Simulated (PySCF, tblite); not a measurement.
# C₁₇H₁₀O: excited states

Wanted: excited states for C₁₇H₁₀O (`C#Cc1c2ccccc2c(C=O)c2ccccc12`).

Computed with tblite 0.8.0 and PySCF 2.14.0 and routines of our own; the level stands in each step. Atoms count from 0.

### 1 The system as given

28 atoms, charge 0, multiplicity 1; geometry from: force field or distance geometry start.

### 2 Geometry optimisation with GFN2-xTB

What the job is given:

```
{"job": {"kind": "relax", "xc": "GFN2-xTB", "basis": "xTB"}, "charge": 0, "multiplicity": 1}
C     -0.550100     3.883700    -0.508600
C     -0.395100     2.711000    -0.365500
C     -0.178500     1.282400    -0.169900
C      1.137300     0.804800     0.004500
C      2.274700     1.645700     0.032700
C      3.566600     1.160300     0.188000
C      3.773600    -0.194500     0.338600
C      2.682300    -1.054100     0.342100
C      1.346000    -0.594000     0.190300
C      0.198100    -1.446800     0.190900
C      0.429200    -2.893800     0.433500
O     -0.040200    -3.779800    -0.267100
C     -1.131600    -0.967500     0.010400
C     -2.271300    -1.806400     0.008300
C     -3.569300    -1.299700    -0.166400
C     -3.754900     0.048200    -0.347400
C     -2.645100     0.898600    -0.362900
C     -1.321000     0.414700    -0.184700
H     -0.709500     4.935500    -0.637700
H      2.168700     2.724600    -0.095800
H      4.412300     1.852100     0.194300
H      4.777800    -0.590700     0.458700
H      2.898700    -2.113200     0.449800
H      1.075300    -3.141500     1.292300
H     -2.181000    -2.876600     0.157000
H     -4.425600    -1.987000    -0.155400
H     -4.749400     0.454000    -0.503000
H     -2.838700     1.957400    -0.512900
```

Started as:

```
> OMP_NUM_THREADS=1 python excited_run.py task.json out
```

One launch serves the whole session: the jobs run in the order shown.

Output:

```text
step      E/eV     max force
  0   -1236.96550    2.621
  1   -1237.00986    5.398
  2   -1237.14400    1.916
  3   -1237.18088    0.914
  4   -1237.20276    0.333
  5   -1237.22948    0.419
  6   -1237.26336    0.720
  7   -1237.28389    0.313
  8   -1237.29351    0.177
  9   -1237.29930    0.174
 10   -1237.30257    0.119
 11   -1237.30452    0.090
 12   -1237.30605    0.123
 13   -1237.30744    0.126
 14   -1237.30853    0.087
 15   -1237.30931    0.064
 16   -1237.30993    0.069
 17   -1237.31055    0.069
 18   -1237.31130    0.072
 19   -1237.31231    0.077
 20   -1237.31372    0.084
 21   -1237.31552    0.082
 22   -1237.31738    0.089
 23   -1237.31920    0.094
 24   -1237.32100    0.104
 25   -1237.32253    0.119
 26   -1237.32392    0.105
 27   -1237.32514    0.093
 28   -1237.32612    0.048
 29   -1237.32668    0.076
 30   -1237.32691    0.149
 31   -1237.32725    0.033
 32   -1237.32745    0.027
 33   -1237.32763    0.032
 34   -1237.32776    0.030
 35   -1237.32793    0.026
 36   -1237.32809    0.028
 37   -1237.32826    0.028
 38   -1237.32839    0.021
 39   -1237.32849    0.025
 40   -1237.32857    0.034
 41   -1237.32864    0.032
 42   -1237.32870    0.020
 43   -1237.32874    0.016
 44   -1237.32878    0.017
 45   -1237.32881    0.016
 46   -1237.32885    0.018
 47   -1237.32888    0.014
 48   -1237.32893    0.016
 49   -1237.32898    0.018
 50   -1237.32902    0.017
 51   -1237.32906    0.015
 52   -1237.32911    0.016
 53   -1237.32917    0.017
 54   -1237.32923    0.019
 55   -1237.32930    0.017
 56   -1237.32936    0.018
 57   -1237.32942    0.024
 58   -1237.32949    0.029
 59   -1237.32957    0.032
 60   -1237.32965    0.026
 61   -1237.32972    0.017
 62   -1237.32978    0.017
 63   -1237.32983    0.024
 64   -1237.32988    0.030
 65   -1237.32993    0.024
 66   -1237.32998    0.016
 67   -1237.33002    0.017
 68   -1237.33007    0.019
 69   -1237.33010    0.021
 70   -1237.33014    0.014
 71   -1237.33019    0.018
 72   -1237.33025    0.023
 73   -1237.33031    0.022
 74   -1237.33036    0.019
 75   -1237.33039    0.011
 76   -1237.33042    0.015
 77   -1237.33044    0.013
 78   -1237.33045    0.008
```

It took 1.2 s on 1 thread of Arm Neoverse V1, shared host; peak memory 0.18 GiB.

Along the way: (not every step is listed)

| step | energy from step 0 (eV) | largest force (eV/Å) |
| --- | --- | --- |
| 0 | 0.0000 | 2.6207 |
| 1 | -0.0444 | 5.3976 |
| 2 | -0.1785 | 1.9158 |
| 3 | -0.2154 | 0.9144 |
| 4 | -0.2373 | 0.3326 |
| 5 | -0.2640 | 0.4192 |
| 6 | -0.2979 | 0.7204 |
| 7 | -0.3184 | 0.3132 |
| 8 | -0.3280 | 0.1773 |
| 14 | -0.3430 | 0.0870 |
| 20 | -0.3482 | 0.0841 |
| 26 | -0.3584 | 0.1047 |
| 32 | -0.3619 | 0.0272 |
| 38 | -0.3629 | 0.0208 |
| 44 | -0.3633 | 0.0168 |
| 50 | -0.3635 | 0.0168 |
| 56 | -0.3639 | 0.0184 |
| 62 | -0.3643 | 0.0170 |
| 68 | -0.3646 | 0.0193 |
| 73 | -0.3648 | 0.0220 |
| 74 | -0.3649 | 0.0186 |
| 75 | -0.3649 | 0.0112 |
| 76 | -0.3649 | 0.0148 |
| 77 | -0.3649 | 0.0132 |
| 78 | -0.3649 | 0.0081 |

Distances of close pairs at the start and the end, largest changes first:

| bond | before (Å) | after (Å) | change (Å) |
| --- | --- | --- | --- |
| C1–C2 | 1.458 | 1.412 | -0.046 |
| C13–C14 | 1.404 | 1.364 | -0.041 |
| C15–C16 | 1.398 | 1.362 | -0.037 |
| C14–C15 | 1.373 | 1.407 | +0.034 |
| C2–C17 | 1.435 | 1.407 | -0.028 |
| C5–C6 | 1.379 | 1.406 | +0.027 |
| C4–C5 | 1.389 | 1.362 | -0.027 |
| C6–C7 | 1.389 | 1.364 | -0.025 |

The final coordinates are the input of the step that follows.

### 3 Harmonic vibrations with GFN2-xTB

What the job is given:

```
{"job": {"kind": "ir", "xc": "GFN2-xTB", "basis": "xTB"}, "charge": 0, "multiplicity": 1}
C     -0.554355     3.860662    -0.460900
C     -0.387568     2.678894    -0.312384
C     -0.190225     1.291193    -0.143366
C      1.114145     0.792933     0.037671
C      2.229212     1.665946     0.046830
C      3.495948     1.184794     0.181364
C      3.708086    -0.200931     0.291489
C      2.655943    -1.068768     0.292192
C      1.316682    -0.610708     0.198201
C      0.205009    -1.486249     0.205909
C      0.415536    -2.903892     0.507950
O     -0.246282    -3.842952     0.132223
C     -1.100282    -0.982423    -0.007408
C     -2.249034    -1.813047    -0.027098
C     -3.495528    -1.295662    -0.221288
C     -3.680614     0.087359    -0.401029
C     -2.606428     0.923695    -0.375614
C     -1.296272     0.422651    -0.177549
H     -0.700519     4.891541    -0.591586
H      2.047083     2.724574    -0.064126
H      4.341064     1.856270     0.191150
H      4.717677    -0.577075     0.366468
H      2.853090    -2.127562     0.345238
H      1.271996    -3.085093     1.186930
H     -2.125963    -2.875381     0.102898
H     -4.354212    -1.950450    -0.236708
H     -4.676076     0.477788    -0.551369
H     -2.729013     1.989251    -0.501876
```

Output:

```text
mode    cm-1     km/mol
  1      38.2      2.05
  2      84.5      3.46
  3      94.6      1.19
  4     101.2      0.45
  5     128.3      0.52
  6     136.5      5.86
  7     211.2      0.47
  8     234.3      5.75
  9     254.5      0.66
 10     285.2      7.19
 11     334.6      1.28
 12     348.4      0.86
 13     367.2      0.48
 14     398.9      0.76
 15     420.8      0.50
 16     428.5      0.50
 17     443.6      1.76
 18     460.0      1.41
 19     489.0      2.57
 20     548.3      1.57
 21     557.8      3.86
 22     564.2      1.19
 23     581.7      0.20
 24     641.1      5.22
 25     660.3     25.77
 26     668.7     13.10
 27     692.0      7.85
 28     696.1      0.60
 29     736.4      3.85
 30     762.1     19.19
 31     770.9     29.53
 32     774.9     14.01
 33     870.5      0.46
 34     877.8      0.24
 35     889.8      3.69
 36     910.1      3.32
 37     918.9      0.25
 38     921.5      0.98
 39     927.7      0.07
 40     930.6      0.20
 41     948.5      7.69
 42    1016.3     21.58
 43    1086.9      0.48
 44    1087.3      1.67
 45    1103.8     28.17
 46    1135.2      0.04
 47    1181.4      0.80
 48    1182.2      2.09
 49    1193.9     12.13
 50    1233.0      0.33
 51    1256.6      5.95
 52    1273.3      1.83
 53    1294.8     68.29
 54    1346.1      0.04
 55    1350.9      6.88
 56    1382.1      2.05
 57    1406.9      6.78
 58    1409.8     15.22
 59    1421.5      6.73
 60    1434.0     10.52
 61    1470.0     48.64
 62    1516.7     11.36
 63    1526.0      0.31
 64    1534.1     31.15
 65    1603.7      3.33
 66    1616.3      2.27
 67    1719.5    549.11
 68    2231.6      4.73
 69    2754.2    120.46
 70    3079.9      6.15
 71    3081.2      6.70
 72    3087.3     38.86
 73    3087.7     16.24
 74    3096.2     64.88
 75    3098.2     51.53
 76    3106.5     34.87
 77    3125.8      2.85
 78    3392.2      7.84
```

It took 2.5 s on 1 thread of Arm Neoverse V1, shared host; peak memory 0.18 GiB.

The strongest bands and the atoms that carry them (share of the mass-weighted mode):

| cm⁻¹ | km/mol | atoms |
| --- | --- | --- |
| 1295 | 68.3 | C9 13 %, C12 11 %, C17 11 % |
| 1470 | 48.6 | C3 10 % |
| 1720 | 549.1 | C10 60 %, O11 38 % |
| 2754 | 120.5 | H23 94 % |
| 3087 | 38.9 | H25 49 %, H27 34 % |
| 3096 | 64.9 | H27 43 %, H26 36 %, H25 11 % |
| 3098 | 51.5 | H19 41 %, H20 41 % |
| 3106 | 34.9 | H22 79 % |

### 4 Excited states: TDA BHandHLYP/def2-SVP

Settings changed since step 3:

```diff
@@ -1,2 +1,2 @@
-{"job": {"kind": "ir", "xc": "GFN2-xTB", "basis": "xTB"}, "charge": 0, "multiplicity": 1}
+{"job": {"kind": "states", "xc": "BHandHLYP", "basis": "def2-SVP", "tda": true, "soc": true, "nstates": 5, "ntriplets": 6, "nquad": 4}, "charge": 0, "multiplicity": 1}
 C     -0.554355     3.860662    -0.460900
```

Method: TDA BHandHLYP/def2-SVP excited states, vertical, gas phase, spin-orbit mean-field couplings.

Output:

```text
coarse grid: 25752 points
cycle   1  E = -727.7397994830  dE =  4.543e+00  |g| = 8.364e-01  |ddm| = 7.219e+00
cycle   2  E = -727.5956352561  dE =  1.442e-01  |g| = 1.260e+00  |ddm| = 2.848e+00
cycle   3  E = -727.9116419190  dE = -3.160e-01  |g| = 1.138e-01  |ddm| = 1.827e+00
cycle   4  E = -727.9139328823  dE = -2.291e-03  |g| = 7.556e-02  |ddm| = 2.506e-01
cycle   5  E = -727.9154308775  dE = -1.498e-03  |g| = 2.148e-02  |ddm| = 1.167e-01
cycle   6  E = -727.9155488666  dE = -1.180e-04  |g| = 5.315e-03  |ddm| = 3.141e-02
cycle   7  E = -727.9155573628  dE = -8.496e-06  |g| = 3.068e-03  |ddm| = 1.174e-02
final grid: 255464 points
cycle   8  E = -728.0196103954  dE = -3.695e-05  |g| = 5.772e-03  |ddm| = 7.555e-02
cycle   9  E = -728.0195982713  dE =  1.212e-05  |g| = 9.066e-03  |ddm| = 1.779e-02
cycle  10  E = -728.0196188853  dE = -2.061e-05  |g| = 9.495e-04  |ddm| = 1.049e-02
cycle  11  E = -728.0196191256  dE = -2.403e-07  |g| = 2.857e-04  |ddm| = 1.515e-03
cycle  12  E = -728.0196191511  dE = -2.551e-08  |g| = 1.798e-04  |ddm| = 5.649e-04
cycle  13  E = -728.0196191601  dE = -8.971e-09  |g| = 4.241e-05  |ddm| = 3.278e-04
cycle  14  E = -728.0196191611  dE = -1.052e-09  |g| = 2.930e-05  |ddm| = 1.168e-04
cycle  15  E = -728.0196191615  dE = -4.195e-10  |g| = 1.096e-05  |ddm| = 8.566e-05
converged SCF energy = -728.0196191615

Singlet excitations
state   eV       nm        f     d(h-e)  d(exc)  Lambda  PR(NTO)  |dmu|/D   mu/D   main configurations
  1   3.3305   372.3   0.31501   0.291   4.173   0.839   1.116    0.820    3.265   H->L 0.93
  2   3.7910   327.0   0.00136   1.348   3.210   0.599   1.046    3.626    1.388   H-3->L 0.41, H-3->L+2 0.16, H-2->L 0.14
  3   4.0603   305.4   0.04576   0.077   3.855   0.620   1.924    0.176    3.150   H-1->L 0.61, H->L+1 0.34
  4   4.6499   266.6   0.01052   0.164   4.119   0.672   1.061    0.424    3.132   H-2->L 0.81, H-3->L 0.12
  5   5.0378   246.1   0.00080   1.303   4.217   0.656   1.294                     H->L+2 0.86

Triplet excitations (Tamm-Dancoff)
state   eV     d(h-e)  d(exc)  Lambda  PR(NTO)   main configurations
  1   1.6835   0.046   3.759   0.836   1.126   H->L 0.93
  2   3.2342   1.036   3.031   0.606   1.203   H-3->L 0.25, H-2->L 0.24, H-3->L+2 0.18
  3   3.3901   0.131   3.609   0.640   1.360   H-1->L 0.65, H-2->L 0.17
  4   3.4632   0.243   3.238   0.645   2.044   H-1->L 0.23, H-2->L 0.19, H-3->L 0.16
  5   3.6739   0.402   3.308   0.684   2.735   H->L+2 0.34, H-4->L 0.28, H-2->L+3 0.09
  6   4.1060   0.205   3.778   0.618   1.168   H->L+1 0.92
S1 - T1 = 1.6470 eV

Spin-orbit couplings |<S|Hso|T>| (cm-1)
             T1       T2       T3       T4       T5       T6
S0        0.591   46.050    0.751   20.193    1.151    2.188
S1        0.248    7.079    0.160    2.497    0.515    0.207
S2        8.870    0.608    0.250    1.089    8.949    0.909
S3        1.088    0.539    0.037    0.058    1.192    0.111
S4        0.900    2.022    0.135    0.653    1.216    0.069
S5        0.952    4.510    0.090    2.123    0.302    0.615
T1 sublevels (cm-1): 0.000 0.000 0.001   radiative rates (1/s): 0.00316 0.0125 0.335
```

Run time: 3.8 min. Hardware: 1 thread of Arm Neoverse V1, shared host; peak memory 1.5 GiB.

Key values:

| quantity | value |
| --- | --- |
| S1 less T1 | 1.65 eV |

Orbitals, density, ELF and potential are computed afterwards from the orbital file.

Frontier orbitals at BHandHLYP/def2-SVP, with the share of their density that lies nearest to each atom:

| orbital | energy (eV) | lies on |
| --- | --- | --- |
| HOMO | -6.59 | C9 15 %; C2 12 %; C7, C13, C16 about 8 % each |
| LUMO | -1.88 | C2, C9 about 14 % each; C0, C10 about 6 % each |

ELF in a plane through or near 27 of the atoms.

Ten even steps from ' ' (0.00) to '@' (1.00):
```
                                                        
                                                        
                                                        
                            ==++::                      
                      ..  ..##@@##==                    
              ::##==  ++%%==##==%%==  ==..              
              ++@@@@--  **::::==....@@@@++              
      ##@@@@==::****++..--++++--..++####::--@@@@##      
      @@@@@@%%**%%  @@==%%--::%%==@@--%%**%%@@@@@@      
        ::--++++==..++++**....**++==..==++++==::        
        ==++--::++::++..==----==..++::++----++--        
      @@@@@@%%**##@@%%**%%====%%**%%**##**%%@@@@@@      
      **@@@@--..##@@**  --@@%%--  **@@##..--@@@@**      
              --@@@@==  **==--**  ==@@@@==              
                --..  --%%++++%%--  ..==                
                    ..--**%%##**--                      
                      ..%%@@@@%%                        
                        --%%%%--                        
                                                        
                                                        
```
The map spans 14.4 Å across and 15.2 Å up, centred on the molecule. Atoms in the plane (x, y in Å): C0 (0.0, -3.9), C1 (0.0, -2.7), C2 (0.0, -1.3), C3 (-1.2, -0.6), C4 (-2.5, -1.3), C5 (-3.6, -0.6), C6 (-3.6, 0.8), C7 (-2.5, 1.5), C8 (-1.2, 0.8), C9 (0.0, 1.5), C10 (0.0, 3.0), O11 (0.8, 3.8), C12 (1.2, 0.8), C13 (2.5, 1.5), C14 (3.7, 0.8), C15 (3.6, -0.7), C16 (2.5, -1.3), C17 (1.2, -0.6), H18 (0.0, -5.0), H19 (-2.4, -2.4), H20 (-4.6, -1.2), H21 (-4.6, 1.3), H22 (-2.5, 2.5), H24 (2.5, 2.5), H25 (4.6, 1.3), H26 (4.6, -1.2), H27 (2.4, -2.4).

log10 of the density (e/Å³) in the same plane.

Ten even steps from ' ' (-4.0) to '@' (1.5):
```
                                                        
                                                        
                                                        
                    ....::--======--..                  
                ..::::--==++**##**++--..                
            ..--======++**####%%##++====--..            
      ..::::--==****++++**%%%%**++++****++--::::..      
    ..--++++++**####******####******####**++++++--::    
  ..::==**########%%######%%########%%########**==::..  
    ..--++**####****######****######****####**++--..    
    ..--++**##%%##**##%%##****##%%##**##%%##**++--..    
    ::==**########@@######@@@@######@@########**==::    
    ..--==++++++**##**++**####**++**##**++++++++--..    
      ..::::::==++**++++**@@@@**++++**++==--::::..      
            ..::--====++**####**++====--::..            
                  ::--==**####**==--::..                
                    ::--++####++--::                    
                      ::--====--::                      
                        ........                        
                                                        
```
The map spans 14.4 Å across and 15.2 Å up, centred on the molecule. Atoms in the plane (x, y in Å): C0 (0.0, -3.9), C1 (0.0, -2.7), C2 (0.0, -1.3), C3 (-1.2, -0.6), C4 (-2.5, -1.3), C5 (-3.6, -0.6), C6 (-3.6, 0.8), C7 (-2.5, 1.5), C8 (-1.2, 0.8), C9 (0.0, 1.5), C10 (0.0, 3.0), O11 (0.8, 3.8), C12 (1.2, 0.8), C13 (2.5, 1.5), C14 (3.7, 0.8), C15 (3.6, -0.7), C16 (2.5, -1.3), C17 (1.2, -0.6), H18 (0.0, -5.0), H19 (-2.4, -2.4), H20 (-4.6, -1.2), H21 (-4.6, 1.3), H22 (-2.5, 2.5), H24 (2.5, 2.5), H25 (4.6, 1.3), H26 (4.6, -1.2), H27 (2.4, -2.4).

On the surface of density 0.002 e/bohr³ the electrostatic potential runs, from the 1st to the 99th percentile, from -1.62 V near O11 to 1.42 V near H18.

### 5 Summary of results

| quantity | value |
| --- | --- |
| strongest single infrared mode (GFN2-xTB) | 1720 cm⁻¹, 549 km/mol |
| zero-point energy (GFN2-xTB) | 128.7 kcal/mol |
| S1 less T1 (step 4, TDA BHandHLYP/def2-SVP) | 1.65 eV |
| potential on the surface of density 0.002 e/bohr³, 1st and 99th percentile | -1.62 V and 1.42 V |

**Reading.** No mode is imaginary among the 78: a minimum at this level. The strongest single mode, at 1720 cm⁻¹, moves mainly C10 and O11. Unscaled tight-binding wavenumbers are off by several per cent, some by more. Its intensities can rank the bands wrongly. In step 4, the number of triplets below S1 is 2, and the largest singlet-triplet spin-orbit coupling is S0–T2, 46.05 cm⁻¹. By nearest atom (BHandHLYP/def2-SVP), the HOMO sits on C9 15 %; C2 12 % and the LUMO on C2, C9 about 14 % each; C0, C10 about 6 % each.
